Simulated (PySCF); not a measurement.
**InHBrClO (SMILES [OH][In]([Cl])[Br]): HF/x2c-TZVPall (sfX2C)**

What is the vertical singlet–triplet gap of InHBrClO at HF/x2c-TZVPall (sfX2C)? 

The results are computed with PySCF 2.14.0.

### Step 1. Starting point

InHBrClO: 5 atoms, total charge 0, spin state singlet. SMILES: `[OH][In]([Cl])[Br]`. Geometry: relaxed at PBE0-D4/def2-TZVP. This is one conformer, not always the lowest.

Bond lengths: O1–In2 1.962 Å, In2–Cl3 2.310 Å, In2–Br4 2.427 Å, O1–H5 0.962 Å. Angles: O1–In2–Cl3 118.2°, O1–In2–Br4 120.5°, Cl3–In2–Br4 121.3°, In2–O1–H5 111.6°.

### Step 2. The energy at HF/x2c-TZVPall (sfX2C)

Contents of job.py:

```python
from pyscf import gto, scf

molecule = gto.M(
    atom='''
O     -0.486038     2.914714     0.024000
In    -0.192374    -0.772709    -0.232058
Cl     3.249762    -2.705332     1.632912
Br    -3.378452    -3.210645    -2.454376
H      0.901588     3.634699     0.951288
''',
    basis='x2c-tzvpall',
    verbose=3,
    max_memory=1860,
    charge=0,
    unit='bohr',
)

myscf = scf.RHF(molecule)
myscf = myscf.sfx2c1e()
myscf.conv_tol = 1e-10
myscf.kernel()
if not myscf.converged:
    myscf = myscf.newton().run(myscf.mo_coeff, myscf.mo_occ)

etot = myscf.e_tot
print('E = %.10f Eh' % etot)
```

Launch:

```console
$ OMP_NUM_THREADS=1 python job.py
```

The program printed:

```text
converged SCF energy = -9019.40288423442
E = -9019.4028842344 Eh
```

Run time: 26 s. Hardware: 1 thread of Arm Neoverse V1, shared host; peak memory 1.3 GiB.

### Step 3. The triplet, same level

Contents of input.xyz:

```xyz
5
BrClHInO
O     -0.257200     1.542400     0.012700
In    -0.101800    -0.408900    -0.122800
Cl     1.719700    -1.431600     0.864100
Br    -1.787800    -1.699000    -1.298800
H      0.477100     1.923400     0.503400
```

Contents of run.py:

```python
from pyscf import gto

molecule = gto.M(
    atom='input.xyz',
    max_memory=1860,
    verbose=4,
    basis='x2c-tzvpall',
    spin=2,
)

mf = molecule.UHF()
mf = mf.sfx2c1e()
mf.conv_tol = 1e-10
mf.kernel()
if not mf.converged:
    mf = mf.newton().run(mf.mo_coeff, mf.mo_occ)

e_tot = mf.e_tot
print(f'total energy: {e_tot:.8f} hartree')
```

Launch:

```console
$ OMP_NUM_THREADS=1 python run.py
```

The program printed:

```text
PySCF version 2.14.0

[INPUT] num. atoms = 5
[INPUT] num. electrons = 110
[INPUT] charge = 0
[INPUT] spin (= nelec alpha-beta = 2S) = 2
[INPUT] symmetry False subgroup None
[INPUT] Mole.unit = angstrom
[INPUT] Symbol           X                Y                Z      unit          X                Y                Z       unit  Magmom
[INPUT]  1 O     -0.257200000000   1.542400000000   0.012700000000 AA   -0.486037559238   2.914713574529   0.023999521782 Bohr   0.0
[INPUT]  2 In    -0.101800000000  -0.408900000000  -0.122800000000 AA   -0.192374119481  -0.772709012335  -0.232058368097 Bohr   0.0
[INPUT]  3 Cl     1.719700000000  -1.431600000000   0.864100000000 AA    3.249762016415  -2.705331919927   1.632912344237 Bohr   0.0
[INPUT]  4 Br    -1.787800000000  -1.699000000000  -1.298800000000 AA   -3.378452365497  -3.210644685636  -2.454376290585 Bohr   0.0
[INPUT]  5 H      0.477100000000   1.923400000000   0.503400000000 AA    0.901588334030   3.634699227988   0.951288131106 Bohr   0.0

nuclear repulsion = 826.469814829144
number of shells = 18
number of NR pGTOs = 369
number of NR cGTOs = 182
basis = x2c-tzvpall
ecp = {}

******** <class 'pyscf.x2c.sfx2c1e.sfX2C1eUHF'> ********
method = sfX2C1eUHF
initial guess = minao
damping factor = 0
level_shift factor = 0
DIIS = <class 'pyscf.scf.diis.CDIIS'>
diis_start_cycle = 1
diis_space = 8
diis_damp = 0
SCF conv_tol = 1e-10
SCF conv_tol_grad = None
SCF max_cycles = 50
direct_scf = True
direct_scf_tol = 1e-13
number electrons alpha = 56  beta = 54

******** <class 'pyscf.x2c.sfx2c1e.SpinFreeX2CHelper'> ********
approx = 1e
xuncontract = 1
Set gradient conv threshold to 1e-05
init E= -9019.47879272757
[... the frontier-level lines of each cycle are left out ...]


[... 4 lines left out ...]
[... 102 lines left out ...]
converged SCF energy = -9019.21913490079  <S^2> = 2.0174104  2S+1 = 3.0115846
total energy: -9019.21913490 hartree
```

It took 57 s on 1 thread of Arm Neoverse V1, shared host; peak memory 1.3 GiB.

### Step 4. Outcome

Level: HF/x2c-TZVPall (sfX2C).

| quantity | value |
| --- | --- |
| singlet: total energy | -9019.40288 Eh |
| singlet: dipole moment | 0.98 D |
| singlet: HOMO energy | -11.73 eV |
| singlet: LUMO energy | 0.80 eV |
| singlet: HOMO–LUMO gap | 12.53 eV |
| triplet: total energy | -9019.21913 Eh |
| triplet: dipole moment | 4.80 D |
| triplet: HOMO energy (highest over α and β) | -5.87 eV |
| triplet: LUMO energy (lowest over α and β) | -3.24 eV |
| triplet: ⟨S²⟩ | 2.017 |
| vertical energy of the triplet above the singlet | 5.000 eV |

At this shape the triplet lies 5.00 eV (115 kcal/mol) above the singlet. Mulliken charges (singlet) run from -0.76 on O1 to +1.20 on In2; they depend strongly on the basis.
